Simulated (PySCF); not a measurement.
# WH5: relaxation and vibrations of the doublet

Where does doublet WH5 go from a PBE0 minimum start, is the end point a minimum, and what are its modes, charges and moments?

Computed with PySCF 2.14.0. Level: PBE0, basis W def2-TZVP with ECP60, H def2-TZVP, scalar-relativistic core potentials, no spin–orbit coupling, density fitting.

### 1 Starting geometry

6 atoms, charge 0, spin multiplicity 2.

Bond lengths: W1–H2 1.723 Å, W1–H3 1.671 Å, W1–H4 1.671 Å, W1–H5 1.697 Å, W1–H6 1.697 Å. Angles: H2–W1–H3 115.5°, H2–W1–H4 115.5°, H2–W1–H5 114.9°, H2–W1–H6 114.9°, H3–W1–H4 60.3°, H3–W1–H5 120.6°, H3–W1–H6 71.0°, H4–W1–H5 71.0°, H4–W1–H6 120.6°, H5–W1–H6 112.5°.

```xyz
6
charge 0 multiplicity 2
W    -0.0040   -0.0041    0.0063
H     0.0937    0.0991    1.7230
H     1.4263    0.2643   -0.8142
H     0.2229    1.4324   -0.8160
H    -1.4847    0.4943   -0.6552
H     0.5394   -1.4702   -0.6522
```

### 2 Finding the electronic state

One driver script runs all steps and calls PySCF; scf.py shows how it sets up the SCF of each step. The optimiser is the driver's own. After this first run the driver tries any further starts and a stability analysis.

Contents of scf.py:

```python
from pyscf import gto, scf, dft
mol = gto.M(atom='''
W     -0.003995    -0.004106     0.006261
H      0.093660     0.099112     1.723031
H      1.426318     0.264343    -0.814205
H      0.222935     1.432365    -0.815979
H     -1.484661     0.494329    -0.655172
H      0.539368    -1.470225    -0.652189''',
    basis={'W': 'def2-TZVP', 'H': 'def2-TZVP'},
    ecp={'W': 'def2-TZVP'},
    charge=0, spin=1)
mf = dft.UKS(mol, xc='PBE0')
mf.grids.atom_grid = (50, 194)
aux = {'W': 'def2-universal-JKFIT', 'H': 'def2-universal-JKFIT'}
mf = mf.density_fit(auxbasis=aux)
mf.conv_tol = 1e-08
mf.diis_space = 10
mf.max_cycle = 60
mf.init_guess = 'minao'
mf.verbose = 4
mf.kernel()
```

Command:

```sh
> OMP_NUM_THREADS=2 python axn.py task.json out
```

The runs that follow: Relaxing the doublet from the PBE0 minimum start; Frequencies.

Before running it: what results should come out? Wanted: minimum; geometry; wavenumbers; dipole moment; highest occupied, lowest empty level; polar-tensor charge of W1; zero-point energy; atomisation energy; ⟨S²⟩.

The runs gave:

| quantity | value |
| --- | --- |
| minimum | doublet, Cs |
| geometry | W–H 1.671 Å (×2), W–H 1.697 Å (×2), W–H 1.723 Å; H–W–H 60.3°, H–W–H 71.0° (×2), H–W–H 112.5°, H–W–H 114.9° (×2), H–W–H 115.5° (×2), H–W–H 120.6° (×2) |
| wavenumbers (cm⁻¹) | 382 (a''), 553 (a'), 759 (a'), 826 (a''), 911 (a'), 921 (a''), 1008 (a'), 1968 (a'), 1999 (a''), 2015 (a'), 2069 (a''), 2085 (a') |
| dipole moment | 1.30 D |
| highest occupied, lowest empty level (either spin) | -6.61, -2.47 eV |
| polar-tensor charge of W1 | +0.90 e |
| zero-point energy | 92.7 kJ/mol |
| entropy at 298.15 K | 266.5 J/(mol K) |
| atomisation energy (no zero-point energy) | 1400 kJ/mol |
| ⟨S²⟩ | 0.758 |

In words: The PBE0 minimum start keeps its Cs symmetry and ends in a minimum. The strongest infrared band lies at 1968 cm⁻¹ (a', stretch). Most of the spin sits on W1 (Mulliken spin 1.22, against 1 for the whole molecule). Other starts or spin states, not run here, may lie lower. One determinant may miss the lowest occupation of an open d or f shell. Spin–orbit coupling, left out here, can matter for elements this heavy.
